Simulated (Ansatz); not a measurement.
**Cs2AgSbBr6: properties at the relaxed cell**

One table from this session's results is given with a row withheld; the runs are named, their logs left out.

Computed with Ansatz 0.2.0 (DFT PBEsol, scalar-relativistic, plane waves, PAW, unless a step's input says otherwise).

1 further run of the same task is left out (set aside as unsound or not needed).

## Starting point

It takes space group Fm-3m (No. 225, cubic). Conventional cell: a = 11.082 Å, b = 11.082 Å, c = 11.082 Å, α = 90.00°, β = 90.00°, γ = 90.00°. Cs (site symmetry -43m) is surrounded by 12 Br at 3.92 Å. Around Ag (site symmetry m-3m) lie 6 Br at 2.75 Å. Sb (site symmetry m-3m) is surrounded by 6 Br at 2.79 Å. Br (site symmetry 4mm) is surrounded by 1 Ag at 2.75 Å and 1 Sb at 2.79 Å and 4 Cs at 3.92 Å.

Structure file:

```
Cs Ag Sb Br
1.0
     0.00000    5.54101    5.54101
     5.54101    0.00000    5.54101
     5.54101    5.54101    0.00000
Cs Ag Sb Br
2 1 1 6
Cartesian
  8.3115 8.3115 8.3115
  2.7705 2.7705 2.7705
  5.5410 5.5410 5.5410
  0.0000 0.0000 0.0000
  2.7867 5.5410 5.5410
  5.5410 5.5410 2.7867
  8.2954 5.5410 5.5410
  5.5410 2.7867 5.5410
  5.5410 8.2954 5.5410
  5.5410 5.5410 8.2954
```

It goes back to an entry of the Materials Project, which need not be the stable form.

This cell was relaxed beforehand with the same method: volume 34.02 Å³/atom, gap on the mesh 0.64 eV.

Set-up of the first run:

input.yaml

```yaml
crystal:
  lattice:
    - [0.0, 5.5410092488, 5.5410092488]
    - [5.5410092488, 0.0, 5.5410092488]
    - [5.5410092488, 5.5410092488, 0.0]
  atoms:
    - { symbol: Cs, position: [0.75, 0.75, 0.75] }
    - { symbol: Cs, position: [0.25, 0.25, 0.25] }
    - { symbol: Ag, position: [0.5, 0.5, 0.5] }
    - { symbol: Sb, position: [0.0, 0.0, 0.0] }
    - { symbol: Br, position: [0.7485422721, 0.2514577279, 0.2514577279] }
    - { symbol: Br, position: [0.2514577279, 0.2514577279, 0.7485422721] }
    - { symbol: Br, position: [0.2514577279, 0.7485422721, 0.7485422721] }
    - { symbol: Br, position: [0.2514577279, 0.7485422721, 0.2514577279] }
    - { symbol: Br, position: [0.7485422721, 0.2514577279, 0.7485422721] }
    - { symbol: Br, position: [0.7485422721, 0.7485422721, 0.2514577279] }
basis:
  ecutwfc: 420
kpoints:
  mp_grid: { grid: [4, 4, 4] }
  band_path:
    path:
      - [[0.0, 0.0, 0.0], [0.5, 0.0, 0.5], [0.625, 0.25, 0.625]]
      - [[0.375, 0.375, 0.75], [0.0, 0.0, 0.0], [0.5, 0.5, 0.5], [0.5, 0.25, 0.75], [0.5, 0.0, 0.5]]
    npoints: 14
hamiltonian:
  xc: pbesol
scf:
  occupations: { method: gaussian, width: 0.02 }
  n_extra_bands: 25
output:
  forces: true
  stress: true
  eigenvalues: true
  populations: true
  dos: { projected: true, de: 0.02, nscf_kmesh: { grid: [6, 6, 6] } }
  bader: true
  write_density: true
  write_potential: true
  elf: true
  volumetric_format: npy
```

Command:

```bash
ansatz run input.yaml --threads 2 --pin off --max-ram 5120MiB --backend cpu --events-out ev --progress --plain --runs-dir out
```

Steps of the session up to this table: Electronic structure at the relaxed geometry; Band edges anywhere in the zone; Eigenvalues a small step from each edge; The cell scaled to 0.97 of its volume; Point at V/V0 = 1.03; The cell scaled to 0.94 of its volume; Volume × 1.06.

One table of the session follows, with a row left open; its other results are not shown here.

It belongs to the step «Fit of the equation of state». 

| volume (Å³/atom) | energy above the lowest point (meV/atom) | pressure (GPa) | gap on the mesh (eV) |
| --- | --- | --- | --- |
| 31.983 | 12.0 | 2.01 | 0.50 |
| 33.004 | 2.8 | 0.91 | 0.57 |
| 34.025 | 0.0 | 0.00 | 0.64 |
| 35.046 | ? | ? | ? |
| 36.066 | 9.1 | -1.35 | 0.76 |

**Question.** Estimate the row for volume (Å³/atom) = 35.046.

Worked estimate for «energy above the lowest point (meV/atom)». A straight line through the neighbours (34.025, 0.0) and (36.066, 9.1) gives 0.0 + (9.1 − 0.0) × (35.046 − 34.025) / (36.066 − 34.025) = 4.6; a parabola fitted to 3 rows on both sides gives 2.1.

**Answer.** energy above the lowest point (meV/atom): 2.4; pressure (GPa): -0.74; gap on the mesh (eV): 0.70. In «energy above the lowest point (meV/atom)» the line misses by +2.2 and the parabola by -0.3.

Caveats from the session: Warnings in the runs' records: stress scf threshold loose.
